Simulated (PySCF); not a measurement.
# The bond of IO+, level by level

One table from this session's results is given with a row withheld; the runs are named, their logs left out.

Method: I def2-SVP with ECP28, O def2-SVP, scalar-relativistic core potentials; program: PySCF 2.14.0.

The first run:

Settings of the job:

* atoms: I, O
* charge: 1
* basis: I def2-SVP with ECP28, O def2-SVP
* Hamiltonian: scalar-relativistic core potentials
* basis functions: 40
* electrons treated: 32
* masses in u: 126.9045, 15.9949
* levels: PBE0, PBE, r²SCAN, r²SCAN0, BHandHLYP, TPSSh, ωB97X, HF, MP2, SCS-MP2, CCSD, CCSD(T)
* grid: 80 radial by 434 angular points
* occupations: held fixed by the projection of orbital angular momentum
* dissociation limit: I+ + O, each in its ground configuration
* starting distance in angstrom: 2.010
* values of 2S to try: 0, 2, 4

Started as:

```bash
OMP_NUM_THREADS=1 python dia.py task.json out
```

Among the steps run: The job; PBE0 along the bond; Excited determinants; PBE (GGA); r²SCAN (meta-GGA); r²SCAN0 (hybrid meta-GGA); BHandHLYP (global hybrid GGA); TPSSh; ωB97X; ROHF; Adding correlation.

One table of the session follows, with a row left open; its other results are not shown here.

| level | Re (Å) | ωe (cm⁻¹) | De (eV) |
| --- | --- | --- | --- |
| ROHF-CCSD | 1.869 | 717 | 2.10 |
| ROHF-CCSD(T) | 1.893 | 616 | 2.41 |
| PBE | ? | ? | ? |
| r²SCAN | 1.848 | 780 | 3.37 |
| TPSSh | 1.849 | 779 | 3.22 |
| PBE0 | 1.832 | 809 | 2.99 |
| r²SCAN0 | 1.825 | 819 | 2.58 |
| BHandHLYP | 1.821 | 817 | 2.04 |
| ωB97X | 1.819 | 842 | 2.88 |

**Question.** Estimate the row for PBE.

As computed: Re (Å): 1.865; ωe (cm⁻¹): 753; De (eV): 3.99. In the column «Re (Å)» it lies between TPSSh (1.849) and ROHF-CCSD (1.869).

De is counted to I+ + O in their ground configurations.
